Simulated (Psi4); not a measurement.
**UBLYP/def2-TZVP run of CrH4 (SMILES [H][Cr]([H])([H])[H])**

Aim: the vertical ionisation energy of CrH4 at UBLYP/def2-TZVP, from 2 runs. 

The results are computed with Psi4 1.11.

9 further runs of the same task are left out: 7 that didn't finish, 2 set aside as unsound or not needed.

## (1) Starting point

CrH4: 5 atoms, total charge 0, spin state triplet. SMILES: `[H][Cr]([H])([H])[H]`. The shape comes from GFN2-xTB, which is rough for such elements, and wasn't checked as a minimum.

Bond lengths: Cr1–H2 1.553 Å, Cr1–H3 1.553 Å, Cr1–H4 1.552 Å, Cr1–H5 1.553 Å. Angles: H2–Cr1–H3 109.4°, H2–Cr1–H4 109.7°, H2–Cr1–H5 109.3°, H3–Cr1–H4 109.3°, H3–Cr1–H5 109.2°, H4–Cr1–H5 109.8°.

## (2) Energy and gradient at UBLYP/def2-TZVP

File job.dat:

```
memory 1600 mb

molecule {
  0 3
  Cr    -0.002300     0.001930     0.000380
  H      0.009710    -0.019490     1.552760
  H      1.458230     0.009740    -0.528040
  H     -0.736930     1.274070    -0.500210
  H     -0.728720    -1.266260    -0.524880
  symmetry c1
}

set reference uks
set puream true
set e_convergence 1e-09
set d_convergence 1e-08
set scf_type pk
set dft_radial_points 99
set dft_spherical_points 590
set maxiter 200

energy_value, wavefunction = gradient("blyp/def2-TZVP", return_wfn=True)
oeprop(wavefunction, "QUADRUPOLE", "MAYER_INDICES", "MULLIKEN_CHARGES", title="BLYP")
```

On the command line:

```
psi4 -i job.dat -o job.out -n 1
```

job.out, shortened:

```text
[...]
  Running in c1 symmetry.
[...]
  Nuclear repulsion =   33.970233076583447
[...]
  Multiplicity = 3
[...]
  Nalpha       = 15
  Nbeta        = 13
[...]
    Number of basis functions: 69
[...]
   @UKS iter   1: -1042.06966424617463    4.31084e+00   5.68833e-02 DIIS/ADIIS
[...]
   @UKS iter  17: -1046.78871060514211   -4.09273e-12   6.52762e-09 DIIS
[...]
   @S^2 Observed:                2.064338114E+00
[...]
    Orbital Energies [Eh]
    ---------------------
    Alpha Occupied:
       1A   -214.602919     2A    -24.320545     3A    -20.693594
       4A    -20.693561     5A    -20.693519     6A     -2.786143
       7A     -1.778087     8A     -1.778041     9A     -1.778003
      10A     -0.320630    11A     -0.290531    12A     -0.290430
      13A     -0.290343    14A     -0.226969    15A     -0.226909
    Alpha Virtual:
      16A     -0.132057    17A     -0.131662    18A     -0.131377
      19A      0.032760    20A      0.061677    21A      0.061800
      22A      0.061958    23A      0.076559    24A      0.076592
      25A      0.183437    26A      0.213909    27A      0.214334
[...]
  @UKS Final Energy: -1046.78871060514211
   => Energetics <=
    Nuclear Repulsion Energy =             33.9702330765834475
    One-Electron Energy =               -1505.4548545673565059
    Two-Electron Energy =                 474.7509866358034287
    DFT Exchange-Correlation Energy =     -50.0550757501726125
    Empirical Dispersion Energy =           0.0000000000000000
    VV10 Nonlocal Energy =                  0.0000000000000000
    Total Energy =                      -1046.7887106051421142
[...]
  -Total Gradient:
     Atom            X                  Y                   Z
    ------   -----------------  -----------------  -----------------
       1       -0.000392957778     0.000410709994     0.000081170718
       2       -0.000086770920     0.000053754079    -0.012512174774
       3       -0.011584243799    -0.000095236261     0.004123443304
       4        0.006142903647    -0.010367089210     0.004059094930
       5        0.005922902562     0.009998607282     0.004252579717
[...]
 Multipole Moments:
 ------------------------------------------------------------------------------------
     Multipole            Electronic (a.u.)      Nuclear  (a.u.)        Total (a.u.)
 ------------------------------------------------------------------------------------
 L = 1.  Multiply by 2.5417464519 to convert [e a0] to [Debye]
 Dipole X            :         -0.0158176            0.0107660           -0.0050516
 Dipole Y            :          0.0133632           -0.0090513            0.0043119
 Dipole Z            :          0.0026203           -0.0017709            0.0008493
 Magnitude           :                                                    0.0066957
 L = 2.  Multiply by 1.3450342976 to convert [e a0^2] to [Debye ang]
 Quadrupole XX       :        -26.9374896           11.4297494          -15.5077401
 Quadrupole XY       :          0.0098205           -0.0077176            0.0021029
[...]
  Mulliken Charges: (a.u.)
   Center  Symbol    Alpha    Beta     Spin     Total
       1    CR    13.06778 10.55939  2.50839  0.37283
       2     H     0.48305  0.61014 -0.12709 -0.09320
       3     H     0.48309  0.61008 -0.12700 -0.09317
       4     H     0.48303  0.61021 -0.12719 -0.09324
       5     H     0.48305  0.61016 -0.12711 -0.09322
   Total alpha = 15.00000, Total beta = 13.00000, Total charge =  0.00000
  Mayer Bond Indices:
  Total Bond Index:
[...]
```

Run time: 12 s. Hardware: 1 thread of AMD EPYC 9R45 (Zen 5), shared host; peak memory 0.81 GiB.

## (3) The doublet cation, same level

File crh4.py:

```python
import psi4

psi4.set_memory(1600000000)
psi4.set_num_threads(1)
psi4.core.set_output_file('run.log', False)

molecule = psi4.geometry("""
1 2
Cr    -0.00434637     0.00364717     0.00071810
H      0.01834924    -0.03683076     2.93429114
H      2.75565533     0.01840593    -0.99785098
H     -1.39259587     2.40764336    -0.94525990
H     -1.37708122    -2.39288460    -0.99187945
units bohr
symmetry c1
no_reorient
no_com
""")

options = {'basis': 'def2-TZVP', 'reference': 'uks', 'puream': True, 'e_convergence': 1e-09, 'd_convergence': 1e-08, 'scf_type': 'pk', 'dft_radial_points': 99, 'dft_spherical_points': 590, 'maxiter': 200}
psi4.set_options(options)

e_tot = psi4.gradient("blyp")
print('gradient / Eh bohr^-1')
print(e_tot.np.round(6))
```

On the command line:

```
python crh4.py
```

run.log, shortened:

```text
[...]
  Running in c1 symmetry.
[...]
  Nuclear repulsion =   33.970233101315792
[...]
  Multiplicity = 2
[...]
  Nalpha       = 14
  Nbeta        = 13
[...]
    Number of basis functions: 69
[...]
   @UKS iter   1: -1041.95006974182547    4.43043e+00   5.52485e-02 ADIIS/DIIS
[...]
   @UKS iter  25: -1046.41949145762305   -4.54747e-13   2.00802e-09 DIIS
[...]
   @S^2 Observed:                7.785830263E-01
[...]
  @UKS Final Energy: -1046.41949145762305
   => Energetics <=
    Nuclear Repulsion Energy =             33.9702331013157917
    One-Electron Energy =               -1496.6353802341548089
    Two-Electron Energy =                 465.9498455508824009
    DFT Exchange-Correlation Energy =     -49.7041898756665859
    Empirical Dispersion Energy =           0.0000000000000000
    VV10 Nonlocal Energy =                  0.0000000000000000
    Total Energy =                      -1046.4194914576230531
[...]
 Multipole Moments:
 ------------------------------------------------------------------------------------
     Multipole            Electronic (a.u.)      Nuclear  (a.u.)        Total (a.u.)
 ------------------------------------------------------------------------------------
 L = 1.  Multiply by 2.5417464519 to convert [e a0] to [Debye]
 Dipole X            :          0.0935725           -0.0999854           -0.0064129
 Dipole Y            :         -0.0785791            0.0838660            0.0052869
 Dipole Z            :         -0.0155041            0.0165352            0.0010311
 Magnitude           :                                                    0.0083750
[...]
  -Total Gradient:
     Atom            X                  Y                   Z
    ------   -----------------  -----------------  -----------------
       1       -0.000275289241     0.000289873966     0.000070841098
       2        0.000287727626     0.000684649876    -0.006458438541
       3       -0.005796192270    -0.000697649235     0.002413012530
       4        0.002607940047    -0.005601952152     0.002489957104
       5        0.003178419446     0.005326234116     0.001488840476
[...]
```

Standard output:

```text
gradient / Eh bohr^-1
[[-2.750e-04  2.900e-04  7.100e-05]
 [ 2.880e-04  6.850e-04 -6.458e-03]
 [-5.796e-03 -6.980e-04  2.413e-03]
 [ 2.608e-03 -5.602e-03  2.490e-03]
 [ 3.178e-03  5.326e-03  1.489e-03]]
```

Run time: 16 s. Hardware: 1 thread of AMD EPYC 9R45 (Zen 5), shared host; peak memory 0.81 GiB.

## (4) Outcome

At UBLYP/def2-TZVP:

```
                                          quantity           value
                        triplet CrH4: total energy  -1046.78871 Eh
                       triplet CrH4: dipole moment          0.02 D
  triplet CrH4: HOMO energy (highest over α and β)        -6.17 eV
   triplet CrH4: LUMO energy (lowest over α and β)        -3.59 eV
                                triplet CrH4: ⟨S²⟩           2.064
            triplet CrH4: largest force on an atom      0.654 eV/Å
                      doublet cation: total energy  -1046.41949 Eh
doublet cation: HOMO energy (highest over α and β)       -14.13 eV
 doublet cation: LUMO energy (lowest over α and β)       -13.92 eV
                              doublet cation: ⟨S²⟩           0.779
          doublet cation: largest force on an atom      0.343 eV/Å
vertical ionisation energy (to the doublet cation)       10.047 eV
```

In words: The vertical ionisation energy comes to 10.05 eV (969 kJ/mol). The largest force (triplet CrH4) is 0.65 eV/Å: the shape isn't a stationary point for this species at this level. Mulliken charges (triplet CrH4) run from -0.09 on H4 to +0.37 on Cr1; they depend strongly on the basis.
